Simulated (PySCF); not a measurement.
# CHBClFO (SMILES FC1OB1Cl) at 4 levels

Wanted: a comparison of 4 runs (HF/3-21G, HF/cc-pVDZ, M06-2X/def2-SVPD, CCSD(T)/6-31G*) of CHBClFO. 

Program for the calculation: PySCF 2.14.0.

1 further run of the same task is left out (set aside as unsound or not needed).

## Step 1: The molecule

CHBClFO has 6 atoms, charge 0, and is taken as a singlet. As SMILES, `FC1OB1Cl`. The shape is that of a PBE0-D4/def2-TZVP optimisation.

Bond lengths: F1–C2 1.347 Å, C2–O3 1.470 Å, C2–B4 1.505 Å, O3–B4 1.335 Å, B4–Cl5 1.709 Å, C2–H6 1.086 Å. Angles: F1–C2–O3 112.6°, F1–C2–B4 121.0°, O3–C2–B4 53.3°, C2–O3–B4 64.7°, C2–B4–O3 62.0°, C2–B4–Cl5 159.7°, O3–B4–Cl5 138.2°, F1–C2–H6 110.4°, O3–C2–H6 112.8°, B4–C2–H6 128.2°.

## Step 2: Energy and forces at HF/3-21G (run 1)

File geometry.xyz:

```xyz
6
CHBClFO
F     -0.276000    -1.630800     0.652800
C     -0.007100    -0.311100     0.617700
O      1.091300     0.017600    -0.302500
B     -0.111800     0.466800    -0.666600
Cl    -0.812000     1.324200    -1.969000
H      0.157700     0.069100     1.621300
```

File input.py:

```python
from pyscf import gto

molecule = gto.M(
    atom='geometry.xyz',
    basis='3-21g',
    verbose=3,
    charge=0,
    max_memory=1860,
)

mf = molecule.RHF()
mf.conv_tol = 1e-10
mf.kernel()
if not mf.converged:
    mf = mf.newton().run(mf.mo_coeff, mf.mo_occ)

etot = mf.e_tot
print('E(%s) = %.9f' % ('HF', etot))
grad = mf.nuc_grad_method().kernel()
dip = mf.dip_moment()
pop, q = mf.mulliken_pop()
```

The run is started by

```sh
$ OMP_NUM_THREADS=1 python input.py
```

Log:

```text
converged SCF energy = -693.434324087988
E(HF) = -693.434324088
--------------- RHF gradients ---------------
         x                y                z
0 F     0.0073998721     0.0183457757     0.0013503637
1 C     0.0018172603    -0.0116986035    -0.0297115806
2 O    -0.0331584285     0.0009145385     0.0058654541
3 B     0.0119366613     0.0003555532    -0.0021297986
4 Cl     0.0080846788    -0.0088713870     0.0122692401
5 H     0.0039199559     0.0009541231     0.0123563213
----------------------------------------------
Dipole moment(X, Y, Z, Debye): -0.88244,  1.22739,  1.49039
 ** Mulliken pop  **
pop of  0 F 1s            1.98522
pop of  0 F 2s            0.44601
pop of  0 F 3s            1.55730
pop of  0 F 2px           0.88898
pop of  0 F 2py           0.66600
pop of  0 F 2pz           0.90395
pop of  0 F 3px           1.02815
pop of  0 F 3py           0.87740
pop of  0 F 3pz           1.02475
pop of  1 C 1s            1.98855
pop of  1 C 2s            0.37264
pop of  1 C 3s            1.05905
pop of  1 C 2px           0.45358
pop of  1 C 2py           0.44607
pop of  1 C 2pz           0.58999
pop of  1 C 3px           0.36424
pop of  1 C 3py           0.21560
pop of  1 C 3pz           0.48008
pop of  2 O 1s            1.98695
pop of  2 O 2s            0.42452
pop of  2 O 3s            1.53396
pop of  2 O 2px           0.69952
pop of  2 O 2py           0.70447
pop of  2 O 2pz           0.65794
pop of  2 O 3px           0.82126
pop of  2 O 3py           0.90830
pop of  2 O 3pz           0.82769
pop of  3 B 1s            1.98662
pop of  3 B 2s            0.44050
pop of  3 B 3s            0.23526
pop of  3 B 2px           0.49101
pop of  3 B 2py           0.29934
pop of  3 B 2pz           0.50113
pop of  3 B 3px           0.09635
pop of  3 B 3py           0.09222
pop of  3 B 3pz          -0.01104
pop of  4 Cl 1s           1.99856
pop of  4 Cl 2s           1.95833
pop of  4 Cl 3s           1.13081
pop of  4 Cl 4s           0.90292
pop of  4 Cl 2px          1.97038
pop of  4 Cl 2py          1.96873
pop of  4 Cl 2pz          1.96691
pop of  4 Cl 3px          1.07347
pop of  4 Cl 3py          1.01993
pop of  4 Cl 3pz          0.97646
pop of  4 Cl 4px          0.79601
pop of  4 Cl 4py          0.77009
pop of  4 Cl 4pz          0.65200
pop of  5 H 1s            0.48564
pop of  5 H 2s            0.28618
 ** Mulliken atomic charges  **
charge of    0F =     -0.37777
charge of    1C =      0.03021
charge of    2O =     -0.56461
charge of    3B =      0.86861
charge of    4Cl =     -0.18461
charge of    5H =      0.22818
```

Run time: 4.2 s. Hardware: 1 thread of Intel Xeon at 2.50GHz (Skylake/Cascade Lake), shared host; peak memory 0.12 GiB.

## Step 3: Energy and gradient at HF/cc-pVDZ (run 2)

File mol.xyz:

```xyz
6

F     -0.276000    -1.630800     0.652800
C     -0.007100    -0.311100     0.617700
O      1.091300     0.017600    -0.302500
B     -0.111800     0.466800    -0.666600
Cl    -0.812000     1.324200    -1.969000
H      0.157700     0.069100     1.621300
```

File run.py:

```python
# FC1OB1Cl
from pyscf import gto, scf

mol = gto.M(
    atom='mol.xyz',
    charge=0,
    max_memory=1860,
    basis='cc-pvdz',
    verbose=3,
)

mf = scf.RHF(mol)
mf.conv_tol = 1e-10
mf.kernel()
if not mf.converged:
    mf = mf.newton().run(mf.mo_coeff, mf.mo_occ)

e_final = mf.e_tot
print('E(%s) = %.9f' % ('HF', e_final))
grad = mf.nuc_grad_method().kernel()
dip = mf.dip_moment()
pop, q = mf.mulliken_pop()
```

The run is started by

```sh
$ OMP_NUM_THREADS=1 python run.py
```

Log:

```text
converged SCF energy = -696.975941048605
[... 10 lines left out ...]
Dipole moment(X, Y, Z, Debye): -0.85816,  1.45095,  0.82755
[... 86 lines left out ...]
charge of    5H =      0.06107
```

Wall time 16 s (1 thread of Intel Xeon at 2.50GHz (Skylake/Cascade Lake), shared host); peak memory 0.15 GiB.

Run 3 isn't shown in full; the table further down has it.

## Step 4: A single-point energy at CCSD(T)/6-31G(d) (spherical functions) (run 4)

File input.xyz:

```xyz
6
CHBClFO
F     -0.276000    -1.630800     0.652800
C     -0.007100    -0.311100     0.617700
O      1.091300     0.017600    -0.302500
B     -0.111800     0.466800    -0.666600
Cl    -0.812000     1.324200    -1.969000
H      0.157700     0.069100     1.621300
```

File calc.py:

```python
from pyscf import gto, scf, cc

mol = gto.Mole()
mol.atom = 'input.xyz'
mol.verbose = 3
mol.basis = '6-31g*'
mol.max_memory = 1860
mol.spin = 0
mol.build()

hf = scf.RHF(mol)
hf.conv_tol = 1e-10
hf.kernel()
if not hf.converged:
    hf = hf.newton().run(hf.mo_coeff, hf.mo_occ)

mycc = cc.CCSD(hf, frozen=9)
mycc.kernel()
e_t = mycc.ccsd_t()
e_tot = mycc.e_tot + e_t
print('E = %.10f Eh' % e_tot)
dip = hf.dip_moment()
pop, q = hf.mulliken_pop()
```

The run is started by

```sh
$ OMP_NUM_THREADS=1 python calc.py
```

Log:

```text
converged SCF energy = -696.936506805384
E(CCSD) = -697.6346450082673  E_corr = -0.6981382028831562
CCSD(T) correction = -0.0207262463203158
E = -697.6553712546 Eh
Dipole moment(X, Y, Z, Debye): -0.90769,  1.33039,  0.95095
 ** Mulliken pop  **
pop of  0 F 1s            1.99788
pop of  0 F 2s            0.93000
pop of  0 F 3s            1.05095
pop of  0 F 2px           1.17244
pop of  0 F 2py           0.92664
pop of  0 F 2pz           1.19253
pop of  0 F 3px           0.75436
pop of  0 F 3py           0.62103
pop of  0 F 3pz           0.75660
pop of  0 F 3dxy          0.00458
pop of  0 F 3dyz          0.00355
pop of  0 F 3dz^2         0.00271
pop of  0 F 3dxz          0.00014
pop of  0 F 3dx2-y2       0.00740
pop of  1 C 1s            1.99745
pop of  1 C 2s            0.65684
pop of  1 C 3s            0.50271
pop of  1 C 2px           0.57381
pop of  1 C 2py           0.52846
pop of  1 C 2pz           0.73124
pop of  1 C 3px           0.21629
pop of  1 C 3py           0.09895
pop of  1 C 3pz           0.23498
pop of  1 C 3dxy          0.01749
pop of  1 C 3dyz          0.02201
pop of  1 C 3dz^2         0.02341
pop of  1 C 3dxz          0.01710
pop of  1 C 3dx2-y2       0.02422
pop of  2 O 1s            1.99799
pop of  2 O 2s            0.91198
pop of  2 O 3s            0.96002
pop of  2 O 2px           0.95802
pop of  2 O 2py           0.96729
pop of  2 O 2pz           0.91471
pop of  2 O 3px           0.49681
pop of  2 O 3py           0.67497
pop of  2 O 3pz           0.60519
pop of  2 O 3dxy          0.00985
pop of  2 O 3dyz          0.00132
pop of  2 O 3dz^2         0.00337
pop of  2 O 3dxz          0.01343
pop of  2 O 3dx2-y2       0.00732
pop of  3 B 1s            1.99691
pop of  3 B 2s            0.55126
pop of  3 B 3s            0.23183
pop of  3 B 2px           0.54221
pop of  3 B 2py           0.31006
pop of  3 B 2pz           0.51973
pop of  3 B 3px           0.05093
pop of  3 B 3py           0.07579
pop of  3 B 3pz           0.03575
pop of  3 B 3dxy          0.02918
pop of  3 B 3dyz          0.02115
pop of  3 B 3dz^2         0.03019
pop of  3 B 3dxz          0.03678
pop of  3 B 3dx2-y2       0.02917
pop of  4 Cl 1s           1.99970
pop of  4 Cl 2s           1.99826
pop of  4 Cl 3s           1.35287
pop of  4 Cl 4s           0.60472
pop of  4 Cl 2px          1.99437
pop of  4 Cl 2py          1.99386
pop of  4 Cl 2pz          1.99324
pop of  4 Cl 3px          1.26340
pop of  4 Cl 3py          1.20380
pop of  4 Cl 3pz          1.14452
pop of  4 Cl 4px          0.57961
pop of  4 Cl 4py          0.55291
pop of  4 Cl 4pz          0.44127
pop of  4 Cl 3dxy         0.00308
pop of  4 Cl 3dyz         0.00859
pop of  4 Cl 3dz^2        0.00503
pop of  4 Cl 3dxz         0.00659
pop of  4 Cl 3dx2-y2      0.00149
pop of  5 H 1s            0.53564
pop of  5 H 2s            0.26803
 ** Mulliken atomic charges  **
charge of    0F =     -0.42080
charge of    1C =      0.35504
charge of    2O =     -0.52229
charge of    3B =      0.53904
charge of    4Cl =     -0.14732
charge of    5H =      0.19633
```

It took 38 s on 1 thread of Intel Xeon at 2.50GHz (Skylake/Cascade Lake), shared host; peak memory 0.31 GiB.

## Step 5: Overview of the runs

| run | level | integration grid | task | energy (Eh) | dipole moment (D) of the reference | HOMO energy (eV) | LUMO energy (eV) | wall time |
| --- | --- | --- | --- | --- | --- | --- | --- | --- |
| 1 | HF/3-21G | – | gradient | -693.434324 | 2.12 | -12.07 | 3.18 | 4.2 s |
| 2 | HF/cc-pVDZ | – | gradient | -696.975941 | 1.88 | -11.87 | 3.37 | 16 s |
| 3 | M06-2X/def2-SVPD | 5 | gradient | -698.452156 | 1.64 | -9.97 | 0.03 | 2.3 min |
| 4 | CCSD(T)/6-31G* (spherical functions) | – | energy | -697.655371 | 1.87 | -11.88 | 3.51 | 38 s |

## Step 6: Outcome

| quantity | value |
| --- | --- |
| run 4: total energy | -697.65537 Eh |
| run 4: dipole moment (Hartree–Fock density) | 1.87 D |
| run 4: HOMO energy (Hartree–Fock orbitals) | -11.88 eV |
| run 4: LUMO energy (Hartree–Fock orbitals) | 3.51 eV |
| run 4: HOMO–LUMO gap (Hartree–Fock orbitals) | 15.39 eV |
| run 4: correlation energy (9 core orbitals frozen) | -718.9 mEh |
| run 4: (T) correction | -20.73 mEh |
| run 4: T1 diagnostic | 0.015 |

**Reading.** Over runs 1, 2, 3 the dipole moment (its size) runs from 1.64 D (M06-2X/def2-SVPD) to 2.12 D (HF/3-21G). The two ends differ in method and basis. Over runs 1, 2, 3 the HOMO–LUMO gap runs from 9.99 eV (M06-2X/def2-SVPD) to 15.25 eV (HF/3-21G). All runs together took 3.3 min, the longest 2.3 min.
